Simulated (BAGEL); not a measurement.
# SiBrF3 (SMILES F[Si](F)(F)Br): RI-MP2/6-31G(d) (density fitting with qzvpp-jkfit, spherical functions)

Aim: the energy change on altering one bond length of SiBrF3 at RI-MP2/6-31G* (density fitting with qzvpp-jkfit, spherical functions), from 2 runs. 

The calculation is run with BAGEL 1.2.2.

2 further runs of the same task are left out: 1 that didn't finish, 1 set aside as unsound or not needed.

## Step 1: The molecule

SiBrF3 has 5 atoms, charge 0, and is taken as a singlet. SMILES: `F[Si](F)(F)Br`. Geometry: relaxed at PBE0-D4/def2-TZVP.

Bond lengths: F1–Si2 1.568 Å, Si2–F3 1.567 Å, Si2–F4 1.567 Å, Si2–Br5 2.162 Å. Angles: F1–Si2–F3 108.3°, F1–Si2–F4 108.4°, F1–Si2–Br5 110.6°, F3–Si2–F4 108.4°, F3–Si2–Br5 110.6°, F4–Si2–Br5 110.6°.

## Step 2: The energy at RI-MP2/6-31G(d) (density fitting with qzvpp-jkfit, spherical functions)

Input file input.json:

```json
{ "bagel": [

{
  "title": "molecule",
  "basis": "6-31gs.json",
  "df_basis": "qzvpp-jkfit",
  "angstrom": true,
  "geometry": [
    { "atom": "F", "xyz": [      -0.029000,       0.035600,       1.596600 ] },
    { "atom": "Si", "xyz": [       0.067100,      -0.086300,       0.036800 ] },
    { "atom": "F", "xyz": [      -0.416000,      -1.518900,      -0.376900 ] },
    { "atom": "F", "xyz": [       1.570800,       0.066500,      -0.378400 ] },
    { "atom": "Br", "xyz": [      -1.143000,       1.429400,      -0.919600 ] }
  ]
},

{ "title": "hf" },

{ "title": "mp2", "ncore": 17 }

]}
```

The basis set 6-31G* is read from a file made from the Basis Set Exchange's data (not shown).

Started as:

```bash
$ BAGEL_NUM_THREADS=1 BAGEL input.json > input.out
```

The log of the run:

```text
* using 1 threads per process

  ===============================================================
  ===============================================================

  *** Geometry ***

  { "atom" : "F", "xyz" : [     -0.054802,      0.067274,      3.017137 ] },
  { "atom" : "Si", "xyz" : [      0.126801,     -0.163083,      0.069542 ] },
  { "atom" : "F", "xyz" : [     -0.786126,     -2.870305,     -0.712238 ] },
  { "atom" : "F", "xyz" : [      2.968382,      0.125667,     -0.715072 ] },
  { "atom" : "Br", "xyz" : [     -2.159957,      2.701175,     -1.737792 ] },

  Number of auxiliary basis functions:      625

  Since a DF basis is specified, we compute 2- and 3-index integrals:
    o Being stored without compression. Storage requirement is 0.042 GB

  Number of basis functions:       92
  Number of electrons      :       76

    * METHOD: MOLECULE                             0.48

  *** RHF ***

  === Nuclear Repulsion ===
   460.2245395908

      * DIIS with orbital gradients will be used.

  === RHF iteration (6-31gs.json) ===
      0      -3159.31700928          0.02079732           0.19
      1      -3159.48729065          0.01301881           0.18
      2      -3159.58306205          0.00057347           0.17
      3      -3159.58347608          0.00015333           0.18
      4      -3159.58349549          0.00004122           0.18
      5      -3159.58349701          0.00000942           0.17
      6      -3159.58349715          0.00000293           0.18
      7      -3159.58349717          0.00000063           0.18
      8      -3159.58349717          0.00000014           0.17
      9      -3159.58349717          0.00000004           0.17
     10      -3159.58349717          0.00000002           0.18
     11      -3159.58349717          0.00000000           0.18
    * SCF iteration converged.

    * Permanent dipole moment:
           (    0.123216,    -0.154289,     0.097626) a.u.

    * METHOD: HF                                   2.49

  *** RHF ***

  === Nuclear Repulsion ===
   460.2245395908

      * DIIS with orbital gradients will be used.

  === RHF iteration (6-31gs.json) ===
      0      -3159.58349717          0.00000000           0.17
    * SCF iteration converged.

    * Permanent dipole moment:
           (    0.123216,    -0.154289,     0.097626) a.u.

  === DF-MP2 calculation ===

    * freezing 17 orbitals
    * 3-index integral transformation done
    * assembly done

      MP2 correlation energy:   -0.8416449855      0.09

      MP2 total energy:       -3160.4251421553

    * METHOD: MP2                                  0.46

  ===============================================================
```

Run time: 3.6 s. Hardware: 1 thread of Arm Neoverse V1, shared host; peak memory 0.18 GiB.

## Step 3: The distorted shape

Input file job.json:

```json
{ "bagel": [

{
  "title": "molecule",
  "basis": "6-31gs.json",
  "df_basis": "qzvpp-jkfit",
  "angstrom": true,
  "geometry": [
    { "atom": "F", "xyz": [      -0.254603,       0.012675,       1.658893 ] },
    { "atom": "Si", "xyz": [      -0.158503,      -0.109225,       0.099093 ] },
    { "atom": "F", "xyz": [      -0.641603,      -1.541825,      -0.314607 ] },
    { "atom": "F", "xyz": [       1.570800,       0.066500,      -0.378400 ] },
    { "atom": "Br", "xyz": [      -1.368603,       1.406475,      -0.857307 ] }
  ]
},

{
  "title": "hf"
},

{
  "title": "mp2",
  "ncore": 17
}

]}
```

The basis set 6-31G* is read from a file made from the Basis Set Exchange's data (not shown).

Started as:

```bash
$ BAGEL_NUM_THREADS=1 BAGEL job.json > job.out
```

The log of the run:

```text
* using 1 threads per process

  ===============================================================
  ===============================================================

  *** Geometry ***

  { "atom" : "F", "xyz" : [     -0.481130,      0.023952,      3.134853 ] },
  { "atom" : "Si", "xyz" : [     -0.299527,     -0.206405,      0.187259 ] },
  { "atom" : "F", "xyz" : [     -1.212454,     -2.913627,     -0.594521 ] },
  { "atom" : "F", "xyz" : [      2.968382,      0.125667,     -0.715072 ] },
  { "atom" : "Br", "xyz" : [     -2.586285,      2.657853,     -1.620075 ] },

  Number of auxiliary basis functions:      625

  Since a DF basis is specified, we compute 2- and 3-index integrals:
    o Being stored without compression. Storage requirement is 0.042 GB

  Number of basis functions:       92
  Number of electrons      :       76

    * METHOD: MOLECULE                             0.48

  *** RHF ***

  === Nuclear Repulsion ===
   449.2856384589

      * DIIS with orbital gradients will be used.

  === RHF iteration (6-31gs.json) ===
      0      -3159.25366958          0.02169591           0.19
      1      -3159.42996072          0.01442198           0.18
      2      -3159.55157274          0.00076016           0.18
      3      -3159.55217401          0.00032070           0.18
      4      -3159.55225739          0.00007235           0.18
      5      -3159.55226394          0.00002124           0.18
      6      -3159.55226457          0.00000941           0.18
      7      -3159.55226469          0.00000171           0.17
      8      -3159.55226470          0.00000055           0.18
      9      -3159.55226470          0.00000023           0.18
     10      -3159.55226470          0.00000008           0.18
     11      -3159.55226470          0.00000003           0.18
     12      -3159.55226470          0.00000001           0.18
     13      -3159.55226470          0.00000000           0.18
    * SCF iteration converged.

    * Permanent dipole moment:
           (    0.556531,    -0.175282,     0.029183) a.u.

    * METHOD: HF                                   2.87

  *** RHF ***

  === Nuclear Repulsion ===
   449.2856384589

      * DIIS with orbital gradients will be used.

  === RHF iteration (6-31gs.json) ===
      0      -3159.55226470          0.00000000           0.18
    * SCF iteration converged.

    * Permanent dipole moment:
           (    0.556531,    -0.175282,     0.029183) a.u.

  === DF-MP2 calculation ===

    * freezing 17 orbitals
    * 3-index integral transformation done
    * assembly done

      MP2 correlation energy:   -0.8504854727      0.10

      MP2 total energy:       -3160.4027501722

    * METHOD: MP2                                  0.48

  ===============================================================
```

Wall time 4.2 s (1 thread of Arm Neoverse V1, shared host); peak memory 0.18 GiB.

## Step 4: Summary of results

At RI-MP2/6-31G* (density fitting with qzvpp-jkfit, spherical functions), 17 core orbitals frozen:

| quantity | value |
| --- | --- |
| first shape: total energy | -3160.42514 Eh |
| first shape: correlation energy (17 core orbitals frozen) | -841.6 mEh |
| distorted shape: total energy | -3160.40275 Eh |
| distorted shape: correlation energy (17 core orbitals frozen) | -850.5 mEh |
| energy change with the Si2–F4 bond stretched from 1.567 to 1.803 Å | 0.609 eV |

What this shows: With the Si2–F4 bond stretched from 1.567 to 1.803 Å the energy rises by 0.61 eV (58.8 kJ/mol). The first shape isn't relaxed at this level, so the change isn't measured from a minimum.
